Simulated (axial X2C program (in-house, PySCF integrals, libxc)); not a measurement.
# BiSi: bond curves with and without spin–orbit coupling

What are the state, bond length, wavenumber and bond energy of BiSi, and what does spin–orbit coupling change?

The runs use an in-house X2C program for linear molecules on PySCF integrals; all-electron X2C, Bi dyall-cv3z, Si dyall-v3z.

All values are calculated.

## Step 1: Input

task.json reads:

```json
{"zs": [83, 14], "q": 0, "bas": ["dyall-cv3z", "dyall-v3z"], "levels": ["PBE0", "HF", "TPSS"], "cc": true, "r0": 2.67, "thr": -1.0, "nmax": 90, "npts": 10, "nst": 2, "ntry": 6}
```

Keys: zs atomic numbers; q charge; bas basis sets; levels methods (HF also brings MP2); cc coupled cluster on or off; r0 starting distance in Å; thr threshold in hartree for freezing inner shells (an s shell follows its p shell); nmax most natural virtual spinors; npts points asked for on the curve; nst determinants followed; ntry starts of the search.

On the command line:

```bash
> python so2c.py task.json out
```

Spin-free means the one-electron spin-free X2C Hamiltonian; two-component (2c) means X2C with spin–orbit coupling and atomic mean-field two-electron Coulomb and Gaunt terms. Basis: Bi dyall-cv3z contracted to [12s14p10d6f1g], Si dyall-v3z contracted to [8s7p2d1f]; Gaussian nuclei, density fitting. Masses: Bi 208.980 u, Si 27.977 u.

Notation: σ, π±, δ± give the projection m of an orbital's angular momentum (0, ±1, ±2), α and β its spin, Λ and M_S the sums; ω is the projection of a spinor's total angular momentum and Ω the sum. Logs are in hartree.

The results follow Hamiltonian by Hamiltonian and level by level.

## Step 2: State search with PBE0

PBE0 moves the distance from 2.670 Å to 2.485 Å and compares determinants there.

Spin-free determinants:

```json
{"ΔE (eV)": "0.00", "state": "M_S = 1/2, Λ = 1", "open shells": "beyond closed shells: π+α, π+β, π-α"}
{"ΔE (eV)": "0.32", "state": "M_S = 1/2, Λ = 0", "open shells": "beyond closed shells: σα"}
{"ΔE (eV)": "1.31", "state": "M_S = 3/2, Λ = 1", "open shells": "beyond closed shells: 2 × π+α, π-α"}
{"ΔE (eV)": "1.72", "state": "M_S = 3/2, Λ = 0", "open shells": "beyond closed shells: σα, π+α, π+β, 2 × π-α"}
{"ΔE (eV)": "1.72", "state": "M_S = 3/2, Λ = 2", "open shells": "beyond closed shells: σα, 2 × π+α, π+β, π-α"}
{"ΔE (eV)": "2.13", "state": "M_S = 1/2, Λ = 2", "open shells": "beyond closed shells: σβ, 2 × π+α, π+β, π-α"}
{"ΔE (eV)": "2.13", "state": "M_S = 1/2, Λ = 0", "open shells": "beyond closed shells: σβ, π+α, π+β, 2 × π-α"}
```

Two-component determinants:

| ΔE (eV) | state | open shells |
| --- | --- | --- |
| 0.00 | Ω = 3/2 | excess of +ω over −ω: ω = 3/2 |
| 0.24 | Ω = 1/2 | excess of +ω over −ω: ω = 1/2 |
| 1.26 | Ω = 1/2 | excess of +ω over −ω: 2 × ω = -1/2, ω = 3/2 |
| 1.67 | Ω = 5/2 | excess of +ω over −ω: ω = -1/2, 2 × ω = 3/2 |
| 1.68 | Ω = 1/2 | excess of +ω over −ω: ω = 1/2 |
| 1.79 | Ω = 5/2 | excess of +ω over −ω: 2 × ω = 1/2, ω = 3/2 |
| 1.88 | Ω = 7/2 | excess of +ω over −ω: ω = 1/2, 2 × ω = 3/2 |

## Step 3: PBE0, spin-free

State followed: M_S = 1/2, Λ = 1 (beyond closed shells: π+α, π+β, π-α). The scan is laid around 2.485 Å, a first estimate of the minimum, and this SCF restarts from the orbitals of the search.

The SCF at the reference distance of 2.485 Å:

```text
spin-free X2C-1e  PBE0
basis functions 201  fitting functions 1157  grid points 5082
iter        total energy     max residual
   1     -21825.364430822     1.89e-05
   2     -21825.364430828     1.16e-05
converged
one-electron -30335.20163204  Coulomb 8686.69705258  exact exchange -104.46448107  xc functional -319.84161541  nuclear repulsion 247.44624511
```

Along the bond, energies from the lowest point:

```tsv
R (Å)	E (eV)	μ (D)	HOMO (eV)	LUMO (eV)	iterations
2.162	0.8069	-0.86	-6.10	-4.69	31
2.261	0.2966	-0.76	-6.17	-4.52	22
2.336	0.0910	-0.67	-6.07	-4.40	21
2.410	0.0010	-0.57	-5.94	-4.30	21
2.485	0.0000	-0.46	-5.82	-4.20	2
2.572	0.0826	-0.33	-5.69	-4.10	22
2.659	0.2260	-0.21	-5.60	-4.02	22
2.771	0.4468	-0.13	-5.58	-3.94	22
2.907	0.7275	-0.03	-5.60	-3.87	20
```

Dipoles are positive if Si is the positive end.

Outer orbitals at the reference distance:

| symmetry | occupied | ε (eV) | atomic character |
| --- | --- | --- | --- |
| δ+α | yes | -29.26 | 100% Bi d |
| δ-α | yes | -29.26 | 100% Bi d |
| δ+β | yes | -29.17 | 100% Bi d |
| σα | yes | -29.14 | 99% Bi d |
| δ-β | yes | -29.13 | 100% Bi d |
| π+α | yes | -29.11 | 100% Bi d |
| π-α | yes | -29.11 | 100% Bi d |
| σβ | yes | -29.10 | 99% Bi d |
| π+β | yes | -29.05 | 100% Bi d |
| π-β | yes | -29.03 | 100% Bi d |
| σα | yes | -16.76 | 72% Bi s, 14% Si s, 9% Si p |
| σβ | yes | -16.14 | 71% Bi s, 15% Si s, 9% Si p |
| σα | yes | -11.77 | 60% Si s, 20% Bi p, 12% Bi s |
| σβ | yes | -11.47 | 61% Si s, 19% Bi p, 12% Bi s |
| σα | yes | -6.40 | 47% Si p, 40% Bi p, 9% Si s |
| π+α | yes | -6.36 | 63% Bi p, 32% Si p, 3% Si d |
| π-α | yes | -6.36 | 63% Bi p, 32% Si p, 3% Si d |
| σβ | yes | -6.24 | 48% Si p, 40% Bi p, 8% Si s |
| π+β | yes | -5.82 | 57% Bi p, 39% Si p, 2% Si d |
| π-β | no | -4.20 | 57% Bi p, 40% Si p |
| π-α | no | -2.53 | 60% Si p, 30% Bi p, 6% Bi d |
| π+α | no | -2.53 | 60% Si p, 30% Bi p, 6% Bi d |
| π+β | no | -2.21 | 53% Si p, 36% Bi p, 5% Bi d |

PBE0 fields in the half plane through the axis: z from -2.4 to 4.8 Å across, distance from the axis 0.15 to 2.25 Å upwards; Bi lies at z = 0 and Si at z = 2.485 Å; the ELF is damped to zero where the density is low.

log10 density (e/bohr³). Ten even steps from '0' (-4.18 ) to '9' (1.95 ):
```
0011112222222222211111000
0111222222222222222221100
0112233333333333333222110
1122334444433333333332211
1223344454444444444433221
1233445565544444444443321
2233456777654445655443322
2234456898655556875443322
```

ELF. Ten even steps from '0' (0.00 ) to '9' (0.98 ):
```
0000122233333211111100000
0012334444444332223332100
0124455554555543456665410
0245665544456655678888741
1456664333356666679999873
2567653444336763127999985
3577644656435740421999997
4677646343625716681699997
```

Re = 2.448 Å, ωe = 397 cm⁻¹, Be = 0.1141 cm⁻¹, De = 2.51 eV, μ = -0.52 D.

## Step 4: HF, spin-free

Output at 2.485 Å:

```text
spin-free X2C-1e  HF
basis functions 201  fitting functions 1157  grid points 5082
iter        total energy     max residual
   1     -21818.916258621     6.47e-01
   2     -21818.954251689     1.44e-02
   3     -21818.955609274     2.95e-02
   4     -21818.956363383     8.09e-03
   5     -21818.957057459     9.33e-03
   6     -21818.958592539     9.88e-02
   7     -21818.960799978     4.67e-02
   8     -21818.963163968     4.21e-02
   9     -21818.965108910     1.85e-02
  10     -21818.966738130     3.26e-03
  11     -21818.966945385     2.84e-03
  12     -21818.966985222     1.69e-03
  13     -21818.966993628     4.41e-04
  14     -21818.966995685     1.16e-04
  15     -21818.966995800     5.32e-05
  16     -21818.966995849     4.08e-05
  17     -21818.966995877     1.49e-05
  18     -21818.966995883     8.05e-06
  19     -21818.966995884     1.87e-06
converged
one-electron -30335.36655872  Coulomb 8687.02285462  exact exchange -418.06953689  xc functional 0.00000000  nuclear repulsion 247.44624511
```

Re = 2.595 Å, ωe = 263.3 cm⁻¹, ωexe = 1.65 cm⁻¹, Be = 0.1014 cm⁻¹, De = 0.503 eV, μ = -0.24 D. ⟨S²⟩ = 1.45 against 0.75 for a pure state, so this determinant mixes spins.

## Step 5: TPSS, spin-free

Output at 2.485 Å:

```text
spin-free X2C-1e  TPSS
basis functions 201  fitting functions 1157  grid points 5082
iter        total energy     max residual
   1     -21824.933222496     2.32e-01
   2     -21824.934396257     1.23e-02
   3     -21824.935453409     3.95e-02
   4     -21824.935514189     1.03e-02
   5     -21824.935919254     1.06e-02
   6     -21824.935929748     3.96e-03
   7     -21824.935936788     2.63e-03
   8     -21824.935938502     1.05e-03
   9     -21824.935939373     7.72e-04
  10     -21824.935939483     2.28e-04
  11     -21824.935939489     1.38e-05
converged
one-electron -30333.03638583  Coulomb 8684.47738578  exact exchange 0.00000000  xc functional -423.82318455  nuclear repulsion 247.44624511
```

Re = 2.476 Å, ωe = 371 cm⁻¹, Be = 0.1115 cm⁻¹, De = 2.70 eV, μ = -0.69 D.

## Step 6: MP2 and beyond, spin-free

Correlated methods: 9 electrons correlated (frozen shells, counted by type: Bi 5 s, 4 p, 3 d, 1 f; Si 2 s, 1 p), 219 virtual spinors in MP2, 90 natural virtuals in coupled cluster.

Output of the correlated part at 2.485 Å:

```text
correlated 9  virtual 219  natural virtual 90  E(MP2) -0.156113382  MP2 remainder -0.004513096
iter   CCSD correlation   residual
   1     -0.170789434   1.45e-01
   2     -0.180053722   7.89e-02
   3     -0.183230341   5.09e-02
   4     -0.186347177   3.70e-02
   5     -0.187930343   1.89e-02
   6     -0.188384813   6.91e-03
   7     -0.188549979   2.72e-03
   8     -0.188547788   1.23e-03
   9     -0.188553241   6.72e-04
  10     -0.188547978   3.40e-04
  11     -0.188550017   1.63e-04
  12     -0.188549928   7.51e-05
  13     -0.188551432   3.63e-05
  14     -0.188552181   1.58e-05
  15     -0.188552808   8.51e-06
  16     -0.188553165   4.46e-06
  17     -0.188553272   2.04e-06
  18     -0.188553338   1.09e-06
  19     -0.188553354   5.38e-07
(T) -0.012163800  T1 0.1155  D1 0.2497  max T2 0.137
```

T1 in the output is the amplitude norm over the root of the electron number; divide by √2 for the Lee–Taylor value.

MP2: No constants are quoted: the reference is strongly spin-contaminated.

CCSD: Re = 2.462 Å, ωe = 365 cm⁻¹, ωexe = 2.06 cm⁻¹, Be = 0.1127 cm⁻¹, De = 1.98 eV. T1 at Re = 0.081 (Lee–Taylor, the printed value over √2).

CCSD(T): Re = 2.462 Å, ωe = 379 cm⁻¹, ωexe = 1.79 cm⁻¹, Be = 0.1127 cm⁻¹, De = 2.20 eV. T1 at Re = 0.081 (Lee–Taylor, the printed value over √2).

## Step 7: A higher determinant, spin-free

State: M_S = 1/2, Λ = 0 (beyond closed shells: σα).

Output at the reference distance:

```text
spin-free X2C-1e  PBE0
basis functions 201  fitting functions 1157  grid points 5082
iter        total energy     max residual
   1     -21825.352496101     4.38e-05
   2     -21825.352496118     3.38e-05
   3     -21825.352496128     1.15e-05
   4     -21825.352496132     5.95e-06
converged
one-electron -30334.45325951  Coulomb 8685.93801601  exact exchange -104.45702253  xc functional -319.82647521  nuclear repulsion 247.44624511
```

```tsv
R (Å)	E above the lowest PBE0 point (eV)
2.162	0.476
2.261	0.216
2.336	0.169
2.410	0.215
2.485	0.325
2.572	0.493
2.659	0.679
2.771	0.929
2.907	1.234
```

Re = 2.332 Å, ωe = 435 cm⁻¹, Be = 0.1256 cm⁻¹, μ = -0.22 D. Te = 0.18 eV.

## Step 8: The spin-free curves together

Energy (eV) of the followed determinant, spin-free, from each level's lowest point:

```tsv
R (Å)	PBE0	HF	MP2 (spin-contaminated)	CCSD	CCSD(T)	TPSS
2.162	0.807	1.079	0.537	n/a	n/a	0.919
2.261	0.297	0.549	0.138	0.330	0.345	0.376
2.336	0.091	0.298	0.037	0.114	0.121	0.145
2.410	0.001	0.136	0.000	0.014	0.015	0.028
2.485	0.000	0.042	0.008	0.000	0.000	0.000
2.572	0.083	0.000	0.059	0.058	0.064	0.051
2.659	0.226	0.010	0.145	0.167	0.185	0.169
2.771	0.447	0.074	0.296	0.348	0.386	0.387
2.907	0.728	0.188	0.533	n/a	n/a	0.702
```

## Step 9: PBE0, 2c

State followed: Ω = 3/2 (excess of +ω over −ω: ω = 3/2). The scan is laid around 2.485 Å, a first estimate of the minimum, and this SCF restarts from the orbitals of the search.

Output at 2.485 Å:

```text
two-component X2C + atomic mean field  PBE0
basis functions 201  fitting functions 1157  grid points 5082
iter        total energy     max residual
   1     -21832.884711466     6.48e-05
   2     -21832.884711467     3.44e-06
converged
one-electron -30320.04695542  Coulomb 8685.25628679  exact exchange -104.46898893  xc functional -319.94482883  nuclear repulsion 247.44624511  atomic mean-field constant -21.12647018
```

Along the bond, energies from the lowest point:

```tsv
R (Å)	E (eV)	μ (D)	HOMO (eV)	LUMO (eV)	iterations
2.162	0.8684	-0.94	-5.89	-4.27	35
2.261	0.3509	-0.88	-5.87	-4.10	33
2.336	0.1331	-0.83	-5.83	-3.99	26
2.410	0.0251	-0.79	-5.79	-3.88	20
2.485	0.0000	-0.76	-5.75	-3.78	2
2.572	0.0471	-0.74	-5.69	-3.68	20
2.659	0.1514	-0.75	-5.65	-3.58	20
2.771	0.3374	-0.81	-5.60	-3.48	21
2.907	0.6036	-0.93	-5.56	-3.38	23
```

Dipoles are positive if Si is the positive end.

Outer spinors at the reference distance:

```tsv
ω	occupied	ε (eV)	atomic character	λ mixture
-3/2	yes	-30.69	100% Bi d	82% δ, 18% π
3/2	yes	-30.68	100% Bi d	81% δ, 19% π
-1/2	yes	-30.62	100% Bi d	60% π, 40% σ
1/2	yes	-30.61	100% Bi d	59% π, 41% σ
5/2	yes	-27.74	100% Bi d	100% δ
-5/2	yes	-27.69	100% Bi d	100% δ
-1/2	yes	-27.66	99% Bi d	60% σ, 40% π
1/2	yes	-27.66	99% Bi d	59% σ, 41% π
3/2	yes	-27.65	100% Bi d	81% π, 19% δ
-3/2	yes	-27.62	100% Bi d	82% π, 18% δ
1/2	yes	-16.51	69% Bi s, 17% Si s, 9% Si p	100% σ
-1/2	yes	-16.10	73% Bi s, 13% Si s, 9% Si p	100% σ
1/2	yes	-11.84	58% Si s, 20% Bi p, 14% Bi s	100% σ
-1/2	yes	-11.19	60% Si s, 22% Bi p, 11% Bi s	99% σ, 1% π
-1/2	yes	-7.11	66% Bi p, 25% Si p, 5% Si s	70% π, 30% σ
1/2	yes	-7.01	63% Bi p, 27% Si p, 6% Si s	53% σ, 47% π
3/2	yes	-6.00	54% Si p, 41% Bi p, 2% Bi d	100% π
-1/2	yes	-5.88	54% Si p, 37% Bi p, 4% Si s	65% σ, 35% π
1/2	yes	-5.75	52% Bi p, 41% Si p, 3% Si s	53% π, 47% σ
-3/2	no	-3.78	56% Bi p, 41% Si p	100% π
-1/2	no	-2.67	61% Si p, 29% Bi p, 5% Bi d	94% π, 6% σ
3/2	no	-2.25	52% Bi p, 38% Si p, 4% Si d	100% π
1/2	no	-2.10	72% Si p, 18% Bi p, 6% Bi d	98% π, 2% σ
```

PBE0 fields in the half plane through the axis: z from -2.4 to 4.8 Å across, distance from the axis 0.15 to 2.25 Å upwards; Bi lies at z = 0 and Si at z = 2.485 Å; the ELF is damped to zero where the density is low.

log10 density (e/bohr³). Ten even steps from ' ' (-4.16 ) to '@' (1.95 ):
```
      ......::::::::::::::::::::::..........      
  ......::::::::::::::::::::::::::::::::::....    
  ....::::----------------------------::::::....  
....::::----==========--------------------::::....
..::::----======++======================----::::..
..::----====++++**++++====================----::..
..::----==++**######**++======++**++++====----::..
::::--====++**%%@@%%**++++++++**%%##++====----::::
```

ELF. Ten even steps from '0' (0.00 ) to '9' (0.98 ):
```
0000112222222221111110000
0012233333334333334432100
0123455544444444566665310
0245665544455556678888641
1356664433346666689999863
2567653444336763127999985
3577644656435730421899986
3677646343635716681699997
```

Re = 2.474 Å, ωe = 356 cm⁻¹, ωexe = 1.39 cm⁻¹, Be = 0.1116 cm⁻¹, De = 2.44 eV, μ = -0.76 D.

## Step 10: HF, 2c

The SCF at the reference distance of 2.485 Å:

```text
two-component X2C + atomic mean field  HF
basis functions 201  fitting functions 1157  grid points 5082
iter        total energy     max residual
   1     -21826.346849440     1.08e+00
   2     -21826.384802073     1.41e-02
   3     -21826.386551434     4.51e-02
   4     -21826.387565778     2.14e-02
   5     -21826.388634914     1.26e-02
   6     -21826.389596159     3.10e-02
   7     -21826.390120358     2.17e-02
   8     -21826.390645273     5.70e-03
   9     -21826.390799464     9.34e-03
  10     -21826.390955748     5.19e-03
  11     -21826.390999862     6.97e-04
  12     -21826.391025377     2.45e-03
  13     -21826.391031193     1.38e-03
  14     -21826.391032419     1.44e-04
  15     -21826.391032584     1.39e-04
  16     -21826.391032657     1.24e-04
  17     -21826.391032691     2.33e-05
  18     -21826.391032708     3.44e-05
  19     -21826.391032715     3.32e-05
  20     -21826.391032717     1.02e-05
  21     -21826.391032718     3.61e-06
  22     -21826.391032718     3.85e-06
  23     -21826.391032718     1.20e-06
converged
one-electron -30319.69718827  Coulomb 8685.03996737  exact exchange -418.05358674  xc functional 0.00000000  nuclear repulsion 247.44624511  atomic mean-field constant -21.12647018
```

Re = 2.550 Å, ωe = 280.3 cm⁻¹, ωexe = 1.59 cm⁻¹, Be = 0.1051 cm⁻¹, De = 0.612 eV, μ = -1.28 D.

## Step 11: TPSS, 2c

Output at 2.485 Å:

```text
two-component X2C + atomic mean field  TPSS
basis functions 201  fitting functions 1157  grid points 5082
iter        total energy     max residual
   1     -21832.438826317     2.54e-01
   2     -21832.440421496     1.23e-02
   3     -21832.441395890     3.90e-02
   4     -21832.441435870     9.66e-03
   5     -21832.441792907     1.07e-02
   6     -21832.441802293     3.68e-03
   7     -21832.441807803     2.64e-03
   8     -21832.441808970     9.93e-04
   9     -21832.441809427     5.43e-04
  10     -21832.441809482     2.00e-04
  11     -21832.441809486     1.15e-05
converged
one-electron -30317.85835297  Coulomb 8683.01093919  exact exchange 0.00000000  xc functional -423.91417063  nuclear repulsion 247.44624511  atomic mean-field constant -21.12647018
```

Re = 2.495 Å, ωe = 347 cm⁻¹, ωexe = 1.21 cm⁻¹, Be = 0.1097 cm⁻¹, De = 2.61 eV, μ = -0.85 D.

## Step 12: MP2 and beyond, 2c

Correlated methods: 9 electrons correlated (frozen shells, counted by type: Bi 5 s, 4 p, 3 d, 1 f; Si 2 s, 1 p), 219 virtual spinors in MP2, 90 natural virtuals in coupled cluster.

Output of the correlated part at 2.485 Å:

```text
correlated 9  virtual 219  natural virtual 90  E(MP2) -0.157284297  MP2 remainder -0.004789174
iter   CCSD correlation   residual
   1     -0.171054628   1.40e-01
   2     -0.179824898   7.05e-02
   3     -0.182193120   4.12e-02
   4     -0.183973978   2.90e-02
   5     -0.184988430   1.63e-02
   6     -0.185386539   8.15e-03
   7     -0.185584569   3.72e-03
   8     -0.185601004   1.70e-03
   9     -0.185606919   1.05e-03
  10     -0.185609353   6.17e-04
  11     -0.185613269   3.09e-04
  12     -0.185613822   1.40e-04
  13     -0.185615161   7.82e-05
  14     -0.185615934   4.58e-05
  15     -0.185616991   2.88e-05
  16     -0.185617745   1.78e-05
  17     -0.185618213   1.05e-05
  18     -0.185618439   6.13e-06
  19     -0.185618566   3.82e-06
  20     -0.185618672   2.50e-06
  21     -0.185618707   1.45e-06
  22     -0.185618727   8.01e-07
(T) -0.011250329  T1 0.0969  D1 0.1915  max T2 0.075
```

MP2: No constants are quoted: the reference is strongly spin-contaminated.

CCSD: Re = 2.484 Å, ωe = 349 cm⁻¹, ωexe = 1.58 cm⁻¹, Be = 0.1107 cm⁻¹, De = 1.96 eV. T1 at Re = 0.068 (Lee–Taylor, the printed value over √2).

CCSD(T): Re = 2.486 Å, ωe = 354 cm⁻¹, ωexe = 1.56 cm⁻¹, Be = 0.1106 cm⁻¹, De = 2.15 eV. T1 at Re = 0.069 (Lee–Taylor, the printed value over √2).

## Step 13: A higher determinant, 2c

State: Ω = 1/2 (excess of +ω over −ω: ω = 1/2).

Output at the reference distance:

```text
two-component X2C + atomic mean field  PBE0
basis functions 201  fitting functions 1157  grid points 5082
iter        total energy     max residual
   1     -21832.875859206     1.01e-04
   2     -21832.875859209     8.54e-06
converged
one-electron -30319.54085872  Coulomb 8684.73383694  exact exchange -104.46152939  xc functional -319.92708296  nuclear repulsion 247.44624511  atomic mean-field constant -21.12647018
```

```tsv
R (Å)	E above the lowest PBE0 point (eV)
2.162	0.666
2.261	0.330
2.336	0.220
2.410	0.197
2.485	0.241
2.572	0.350
2.659	0.497
2.771	0.711
2.907	0.978
```

Re = 2.395 Å, ωe = 372 cm⁻¹, ωexe = 1.61 cm⁻¹, Be = 0.1191 cm⁻¹, μ = -0.61 D. Te = 0.20 eV.

## Step 14: The 2c curves together

Energy (eV) of the followed determinant, 2c, from each level's lowest point:

```tsv
R (Å)	PBE0	HF	MP2 (spin-contaminated)	CCSD	CCSD(T)	TPSS
2.162	0.868	1.025	0.761	n/a	n/a	0.953
2.261	0.351	0.476	0.267	0.386	0.399	0.409
2.336	0.133	0.230	0.078	0.153	0.160	0.171
2.410	0.025	0.085	0.000	0.034	0.036	0.043
2.485	0.000	0.015	0.001	0.000	0.000	0.000
2.572	0.047	0.000	0.069	0.037	0.037	0.029
2.659	0.151	0.034	0.186	0.131	0.133	0.118
2.771	0.337	0.123	0.379	0.301	0.309	0.291
2.907	0.604	0.263	0.651	n/a	n/a	0.548
```

The whole job took 3.5 min on 1 thread of Arm Neoverse V2, shared host; peak memory 0.63 GiB.

## Step 15: What came out

Lowest determinant that the search found at its distance, spin-free: M_S = 1/2, Λ = 1 (beyond closed shells: π+α, π+β, π-α).

Lowest determinant that the search found at its distance, 2c: Ω = 3/2 (excess of +ω over −ω: ω = 3/2).

```tsv
Hamiltonian	level	Re (Å)	ωe (cm⁻¹)	De (eV)	μ (D)
spin-free	PBE0	2.448	397	2.51	-0.52
spin-free	HF	2.595	263.3	0.503	-0.24
spin-free	CCSD	2.462	365	1.98	n/a
spin-free	CCSD(T)	2.462	379	2.20	n/a
spin-free	TPSS	2.476	371	2.70	-0.69
2c	PBE0	2.474	356	2.44	-0.76
2c	HF	2.550	280.3	0.612	-1.28
2c	CCSD	2.484	349	1.96	n/a
2c	CCSD(T)	2.486	354	2.15	n/a
2c	TPSS	2.495	347	2.61	-0.85
```

Dipoles are positive if Si is the positive end. No constants: spin-free MP2 (the reference is strongly spin-contaminated); 2c MP2 (the reference is strongly spin-contaminated). Spin-free ⟨S²⟩ is off its pure value at HF 1.45.

Time per point (s) on 1 thread of Arm Neoverse V2, shared host (2c runs; CCSD comes with the CCSD(T) run); the times are rough: PBE0 1.9, HF 1.9, CCSD(T) 5.8, TPSS 1.3.

What this shows: At CCSD(T), going from spin-free to two-component changes Re by +24 mÅ, ωe by -6.4 %; at least one of these shifts is too large to ignore. De moves by -0.05 eV; both De rest on single-determinant atoms, which can miss part of an open shell's spin–orbit lowering.

De refers to Bi + Si, each in the lowest determinant found, which need not be this curve's own limit. The state is a single determinant with fixed occupations, the lowest that a limited PBE0 search found. Dissociation energies refer to the lowest single-determinant-based atoms at the same level and basis. Density functionals use the spin component along the axis (collinear). Coupled cluster ran in a truncated set of natural virtual spinors; the MP2 energy of the rest was added. The meta-GGAs lack a current-density term, which matters for open shells with orbital currents, atoms included. At some level an empty orbital lies below a filled one. The spin-free determinant is spin-contaminated at some levels. With the outer-core shells frozen, correlated bond lengths of heavy atoms tend to come out a few hundredths of an ångström too long. T1 at Re is 0.081 (Lee–Taylor), above the customary mark of 0.02.
